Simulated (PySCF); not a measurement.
# C₇H₁₃B: magnetic properties

Aim: compute the magnetic properties of C₇H₁₃B (`CC#CB(C)C(C)C`).

Programs: PySCF 2.14.0, with routines of our own; each step states its level. All values are computed. Atoms count from 0.

## 1. The system as given

21 atoms, charge 0, multiplicity 1; geometry from: GFN2-xTB.

## 2. Magnetic properties: GIAO KT3/pcSseg-1

What the job is given:

```
{"job": {"kind": "mag", "xc": "KT3", "basis": "pcSseg-1", "isotopologues": 2}, "charge": 0, "multiplicity": 1}
C      3.360798     0.370671     1.313634
C      2.154864     0.179094     0.541388
C      1.148166     0.019270    -0.108899
B     -0.101802    -0.180487    -0.914162
C     -0.022012    -0.487799    -2.460264
C     -1.518886    -0.077391    -0.181456
C     -1.635288    -1.139226     0.920944
C     -1.711040     1.315402     0.434515
H      3.453468    -0.424226     2.054140
H      4.237535     0.355653     0.665591
H      3.320083     1.327457     1.834943
H     -0.512355    -1.435019    -2.683787
H     -0.565354     0.269339    -3.025278
H      0.989954    -0.535876    -2.854952
H     -2.343290    -0.242959    -0.884859
H     -0.842571    -1.011046     1.655206
H     -2.595154    -1.060459     1.430157
H     -1.552348    -2.139432     0.500055
H     -1.680213     2.082797    -0.336460
H     -2.671427     1.380362     0.944664
H     -0.922047     1.523371     1.154407
```

Level: GIAO KT3/pcSseg-1 magnetisability, rotational g tensor and spin-rotation constants, non-relativistic, gas phase.

Run with:

```bash
$ OMP_NUM_THREADS=1 python excited_run.py task.json out
```

This one command runs all jobs of the session in turn.

Output:

```text
coarse grid: 16752 points
cycle   1  E = -304.1839360136  dE =  4.918e-01  |g| = 7.308e-01  |ddm| = 4.192e+00
cycle   2  E = -303.9447282272  dE =  2.392e-01  |g| = 1.157e+00  |ddm| = 2.077e+00
cycle   3  E = -304.2824287557  dE = -3.377e-01  |g| = 4.490e-01  |ddm| = 1.505e+00
cycle   4  E = -304.3397443226  dE = -5.732e-02  |g| = 5.228e-02  |ddm| = 3.884e-01
cycle   5  E = -304.3402951456  dE = -5.508e-04  |g| = 2.366e-02  |ddm| = 6.589e-02
cycle   6  E = -304.3404353698  dE = -1.402e-04  |g| = 5.717e-03  |ddm| = 3.068e-02
cycle   7  E = -304.3404439731  dE = -8.603e-06  |g| = 1.315e-03  |ddm| = 8.223e-03
final grid: 159504 points
cycle   8  E = -304.3339671639  dE = -2.275e-04  |g| = 5.128e-03  |ddm| = 1.159e-01
cycle   9  E = -304.3339586131  dE =  8.551e-06  |g| = 7.136e-03  |ddm| = 1.369e-02
cycle  10  E = -304.3339712577  dE = -1.264e-05  |g| = 3.011e-03  |ddm| = 1.089e-02
cycle  11  E = -304.3339736192  dE = -2.362e-06  |g| = 7.301e-04  |ddm| = 2.732e-03
cycle  12  E = -304.3339737584  dE = -1.391e-07  |g| = 1.754e-04  |ddm| = 9.951e-04
cycle  13  E = -304.3339737664  dE = -8.039e-09  |g| = 4.066e-05  |ddm| = 2.014e-04
cycle  14  E = -304.3339737668  dE = -4.172e-10  |g| = 8.193e-06  |ddm| = 5.055e-05
converged SCF energy = -304.3339737668

Magnetisability tensor (1e-30 J/T^2)
    -1334.23       -0.63      -24.22
       -0.63    -1484.64       28.11
      -24.22       28.11    -1343.13
isotropic -1387.33   principal values   -1490.12  -1359.91  -1311.97
isotropic susceptibility -83.547 1e-6 cm^3/mol

Inertial axes            a          b          c
rot. const./GHz      2.4465     1.1496     0.9480
chi total           -81.056    -79.849    -89.737
chi diamagnetic    -649.538  -1207.952  -1447.478
chi paramagnetic    568.482   1128.103   1357.741
quadrupole/D A        8.696     -4.777     -3.919
g nuclear            0.6413     0.6072     0.6072
g electronic        -0.6534    -0.6092    -0.6047
g total             -0.0120    -0.0020     0.0025

Spin-rotation constants (kHz, H = +C I.J)
atom  isotope        aa         bb         cc
  3    11B        1.141      0.429      0.144
  8     1H       -0.250     -0.084     -0.006
  9     1H       -0.119     -0.034     -0.095
 10     1H       -0.256     -0.061     -0.023
 11     1H       -0.185     -0.108     -0.030
 12     1H       -0.185     -0.108     -0.030
 13     1H       -0.062     -0.059     -0.108
 14     1H        0.067     -0.101     -0.110
 15     1H       -0.024     -0.082     -0.103
 16     1H       -0.100     -0.050     -0.102
 17     1H       -0.266     -0.077     -0.016
 18     1H       -0.267     -0.077     -0.015
 19     1H       -0.099     -0.050     -0.102
 20     1H       -0.025     -0.081     -0.103
  0    13C*       0.303      0.152      0.127
  1    13C*       0.552      0.409      0.335
  2    13C*       0.190      0.379      0.352
  4    13C*       0.403      0.147      0.122
  5    13C*       0.413      0.205      0.155
  6    13C*       0.382      0.181      0.133
* in the singly substituted isotopologue

Isotopologues: g along a, b, c
2H    at 8,9,10,11,12,1    -0.0094    -0.0016     0.0021
13C   at 0                 -0.0120    -0.0020     0.0024
```

It took 51 s on 1 thread of Arm Neoverse V1, shared host; peak memory 0.7 GiB.

In short:

| quantity | value |
| --- | --- |
| magnetisability | -1387·10⁻³⁰ J/T² |
| molar susceptibility | -83.5·10⁻⁶ cm³/mol |
| rotational g (a, b, c) | -0.0120, -0.0020, 0.0025 |

## 3. Magnetic properties: GIAO OPBE/3-21G

The job, as its differences from that of step 2:

```diff
@@ -1,2 +1,2 @@
-{"job": {"kind": "mag", "xc": "KT3", "basis": "pcSseg-1", "isotopologues": 2}, "charge": 0, "multiplicity": 1}
+{"job": {"kind": "mag", "xc": "OPBE", "basis": "3-21G"}, "charge": 0, "multiplicity": 1}
 C      3.360798     0.370671     1.313634
```

Method: GIAO OPBE/3-21G magnetisability, rotational g tensor and spin-rotation constants, non-relativistic, gas phase.

Output:

```text
coarse grid: 16752 points
cycle   1  E = -297.5134921593  dE =  2.848e-01  |g| = 5.949e-01  |ddm| = 4.574e+00
cycle   2  E = -297.3138858783  dE =  1.996e-01  |g| = 1.023e+00  |ddm| = 1.869e+00
cycle   3  E = -297.5655862089  dE = -2.517e-01  |g| = 4.175e-01  |ddm| = 1.375e+00
cycle   4  E = -297.6141668968  dE = -4.858e-02  |g| = 3.211e-02  |ddm| = 4.399e-01
cycle   5  E = -297.6143665392  dE = -1.996e-04  |g| = 1.598e-02  |ddm| = 5.645e-02
cycle   6  E = -297.6144414241  dE = -7.488e-05  |g| = 2.466e-03  |ddm| = 2.684e-02
cycle   7  E = -297.6144431222  dE = -1.698e-06  |g| = 8.453e-04  |ddm| = 5.051e-03
final grid: 159504 points
cycle   8  E = -297.6259878470  dE = -1.938e-04  |g| = 1.584e-02  |ddm| = 5.347e-02
cycle   9  E = -297.6259394379  dE =  4.841e-05  |g| = 2.061e-02  |ddm| = 4.212e-02
cycle  10  E = -297.6260487034  dE = -1.093e-04  |g| = 5.009e-03  |ddm| = 2.606e-02
cycle  11  E = -297.6260553962  dE = -6.693e-06  |g| = 9.209e-04  |ddm| = 5.437e-03
cycle  12  E = -297.6260556267  dE = -2.305e-07  |g| = 1.920e-04  |ddm| = 1.346e-03
cycle  13  E = -297.6260556374  dE = -1.065e-08  |g| = 4.166e-05  |ddm| = 3.144e-04
cycle  14  E = -297.6260556379  dE = -5.095e-10  |g| = 1.153e-05  |ddm| = 7.838e-05
converged SCF energy = -297.6260556379

Magnetisability tensor (1e-30 J/T^2)
    -1385.02        3.16      -11.80
        3.16    -1572.70       32.64
      -11.80       32.64    -1412.00
isotropic -1456.57   principal values   -1579.23  -1410.35  -1380.14
isotropic susceptibility -87.717 1e-6 cm^3/mol

Inertial axes            a          b          c
rot. const./GHz      2.4465     1.1496     0.9480
chi total           -83.799    -84.249    -95.103
chi diamagnetic    -647.309  -1206.021  -1445.178
chi paramagnetic    563.511   1121.772   1350.074
quadrupole/D A        8.568     -4.399     -4.169
g nuclear            0.6413     0.6072     0.6072
g electronic        -0.6477    -0.6058    -0.6013
g total             -0.0063     0.0014     0.0059

Spin-rotation constants (kHz, H = +C I.J)
atom  isotope        aa         bb         cc
  3    11B        0.972      0.362      0.105
  8     1H       -0.274     -0.097     -0.017
  9     1H       -0.145     -0.044     -0.106
 10     1H       -0.280     -0.073     -0.034
 11     1H       -0.200     -0.120     -0.038
 12     1H       -0.200     -0.120     -0.038
 13     1H       -0.069     -0.071     -0.117
 14     1H        0.038     -0.107     -0.115
 15     1H       -0.039     -0.092     -0.111
 16     1H       -0.115     -0.060     -0.112
 17     1H       -0.285     -0.086     -0.027
 18     1H       -0.285     -0.087     -0.026
 19     1H       -0.115     -0.060     -0.112
 20     1H       -0.040     -0.092     -0.111
  0    13C*       0.214      0.110      0.091
  1    13C*       0.460      0.330      0.268
  2    13C*       0.152      0.309      0.285
  4    13C*       0.313      0.110      0.081
  5    13C*       0.307      0.148      0.104
  6    13C*       0.274      0.131      0.096
* in the singly substituted isotopologue
```

Wall time 18 s (1 thread of Arm Neoverse V1, shared host); peak memory 0.46 GiB.

Key values:

| quantity | value |
| --- | --- |
| magnetisability | -1457·10⁻³⁰ J/T² |
| molar susceptibility | -87.7·10⁻⁶ cm³/mol |
| rotational g (a, b, c) | -0.0063, 0.0014, 0.0059 |

## 4. Magnetic properties side by side

| level | ξ (10⁻³⁰ J/T²) | g(a) | g(b) | gap (eV) | functions | time |
| --- | --- | --- | --- | --- | --- | --- |
| GIAO KT3/pcSseg-1 | -1387 | -0.0120 | -0.0020 | 3.91 | 201 | 51 s |
| GIAO OPBE/3-21G | -1457 | -0.0063 | 0.0014 | 4.04 | 98 | 18 s |

## 5. Results

| quantity | value |
| --- | --- |
| magnetisability (step 2, GIAO KT3/pcSseg-1) | -1387·10⁻³⁰ J/T² |
| molar susceptibility (step 2, GIAO KT3/pcSseg-1) | -83.5·10⁻⁶ cm³/mol |
| rotational g (a, b, c) (step 2, GIAO KT3/pcSseg-1) | -0.0120, -0.0020, 0.0025 |
| magnetisability over the levels | -1457 to -1387·10⁻³⁰ J/T² |

What this shows: The magnetisability spreads by 4.9 % over 2 levels, from GIAO OPBE/3-21G (18 s) to GIAO KT3/pcSseg-1 (51 s); the runs took 18 s to 51 s. Two levels can agree by chance, so this spread shows no convergence. Vibrational averaging and real surroundings are missing from these values.
